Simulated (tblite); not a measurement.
# C6H14OP2: the cost of one run

The runs use tblite 0.8.0 and PySCF 2.14.0, with density-fitted response routines of our own; the level of theory stands in each step. All values are computed, except where a source is named. Atoms are numbered from 0 throughout.

## 1. The starting structure

23 atoms, charge 0, multiplicity 1; geometry from: force field or distance geometry start.

Bonds of the start (Å): C0–C1 1.35, C1–P2 1.84, P2–C3 1.82, C3–O4 1.40, P2–C5 1.82, C5–C6 1.52, C6–C7 1.53, C7–P8 1.86, C0–H9 1.08, C0–H10 1.08, C1–H11 1.09, C3–H12 1.12, C3–H13 1.11, O4–H14 1.00, C5–H15 1.11, C5–H16 1.11, C6–H17 1.11, C6–H18 1.10, C7–H19 1.12, C7–H20 1.11, P8–H21 1.46, P8–H22 1.47.

## 2. Optimising the geometry with GFN2-xTB

Job settings and geometry (Å):

```
{"job": {"kind": "relax", "xc": "GFN2-xTB", "basis": "xTB"}, "charge": 0, "multiplicity": 1}
C     -2.870500    -0.864200    -2.169900
C     -2.409300     0.174200    -1.447700
P     -1.262900    -0.133600    -0.040000
C     -2.020400     0.033300     1.611300
O     -2.506200     1.301100     1.935300
C      0.368900     0.645900    -0.249600
C      1.447800    -0.369200     0.108300
C      2.765200     0.383000    -0.088500
P      4.251700    -0.672400     0.288400
H     -2.615200    -1.887300    -1.955300
H     -3.541300    -0.603600    -2.971900
H     -2.706000     1.201000    -1.682100
H     -1.230500    -0.184200     2.380300
H     -2.807800    -0.743500     1.715500
H     -3.445400     1.378600     1.610800
H      0.503100     1.584700     0.335500
H      0.574000     0.903200    -1.311900
H      1.321500    -0.724900     1.156200
H      1.346800    -1.252700    -0.537800
H      2.766200     0.762800    -1.138600
H      2.740300     1.274900     0.565700
H      3.995000    -2.031400    -0.190700
H      5.330200    -0.148700    -0.554000
```

On the command line:

```
$ OMP_NUM_THREADS=1 python probes_run.py task.json out
```

One launch serves the whole session: the jobs run in the order shown.

**Question.** How long does this first job take on 1 thread of Arm Neoverse V1, shared host, and how much memory does it need?

About 2.2 s, with a peak of 0.18 GiB.
